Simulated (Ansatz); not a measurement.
# Ta2PtS4: a trial structure relaxed

The task: take a trial cell of Ta2PtS4 to zero force and stress.

Method: DFT PBE, scalar-relativistic, plane waves, PAW, in Ansatz 0.2.0.

## (1) Starting point

Symmetry: Cmmm, No. 65, orthorhombic system. The conventional cell has a = 7.316 Å, b = 10.363 Å, c = 3.638 Å, α = 90.00°, β = 90.00°, γ = 90.00°. Ta (site symmetry 2/m) is surrounded by 6 S at 2.58 to 2.59 Å. Around Pt (site symmetry mmm) lie 6 S at 2.52 to 2.53 Å. Around S (site symmetry 2mm) lie 2 Pt at 2.53 Å and 2 Ta at 2.59 Å. S (site symmetry m2m) is surrounded by 1 Pt at 2.52 Å and 4 Ta at 2.58 Å.

Structure file:

```cif
data_structure
_symmetry_space_group_name_H-M 'Cmmm'
_symmetry_Int_Tables_number 65
_cell_length_a 7.3160
_cell_length_b 10.3626
_cell_length_c 3.6380
_cell_angle_alpha 90.000
_cell_angle_beta 90.000
_cell_angle_gamma 90.000
_cell_volume 275.80
loop_
_atom_site_label
_atom_site_type_symbol
_atom_site_symmetry_multiplicity
_atom_site_Wyckoff_symbol
_atom_site_fract_x
_atom_site_fract_y
_atom_site_fract_z
_atom_site_occupancy
Ta1 Ta 4 f 0.25000 0.75000 0.50000 1
Pt1 Pt 2 a 0.00000 0.00000 0.00000 1
S1 S 4 h 0.75905 0.00000 0.50000 1
S2 S 4 i 0.50000 0.74358 0.00000 1
```

A structure generator made this guess: species swapped into a database cell of Li2MnBr4 (Cmmm, No. 65), with Ta on the Li sites, Pt on the Mn sites and S on the Br sites. Its size is a rough estimate.

## (2) Probe: one point on a coarse mesh

Contents of input.yaml:

```yaml
crystal:
  lattice:
    - [3.65802096, -5.1812867, 0.0]
    - [3.65802096, 5.1812867, 0.0]
    - [0.0, 0.0, 3.63795137]
  atoms:
    - { symbol: Ta, position: [0.5, 0.0, 0.5] }
    - { symbol: Ta, position: [0.0, 0.5, 0.5] }
    - { symbol: Pt, position: [0.0, 0.0, 0.0] }
    - { symbol: S, position: [0.75904584, 0.75904584, 0.5] }
    - { symbol: S, position: [0.24095416, 0.24095416, 0.5] }
    - { symbol: S, position: [0.75642366, 0.24357634, 0.0] }
    - { symbol: S, position: [0.24357634, 0.75642366, 0.0] }
basis:
  ecutwfc: 420
kpoints:
  mp_grid: { grid: [4, 4, 6] }
hamiltonian:
  xc: pbe
scf:
  occupations: { method: gaussian, width: 0.1 }
  lower_state_search: "off"
output:
  forces: true
  stress: true
  eigenvalues: true
```

The run is started by

```sh
$ ansatz run input.yaml --threads 1 --pin off --max-ram 2560MiB --backend cpu --events-out ev --progress --plain --runs-dir out
```

Further runs follow: spin check on a coarse mesh; rough relaxation on the coarse mesh; full relaxation.

Before running it: what results should come out? Wanted: conventional cell; volume; energy over the elements; gap on the mesh.

The runs gave:

| quantity | value |
| --- | --- |
| symmetry at the end (tolerance 0.05 Å) | space group Cmmm (No. 65) |
| conventional cell | a = 6.723 Å, b = 10.176 Å, c = 3.551 Å, α = 90.00°, β = 90.00°, γ = 90.00° |
| volume | 17.35 Å³/atom |
| energy over the elements | -0.38 eV/atom |
| gap on the mesh | none (metal) |

The space group Cmmm (No. 65) is kept, and the volume per atom shrinks by 11.9 % from the first guess. A negative formation energy is needed for stability but isn't enough; other structures and compounds were not set against it here. No finished test with a distortion of lower symmetry is shown, so the end may be a saddle point. The runs treat Pt, Ta without spin-orbit coupling. Other magnetic orders were not searched.
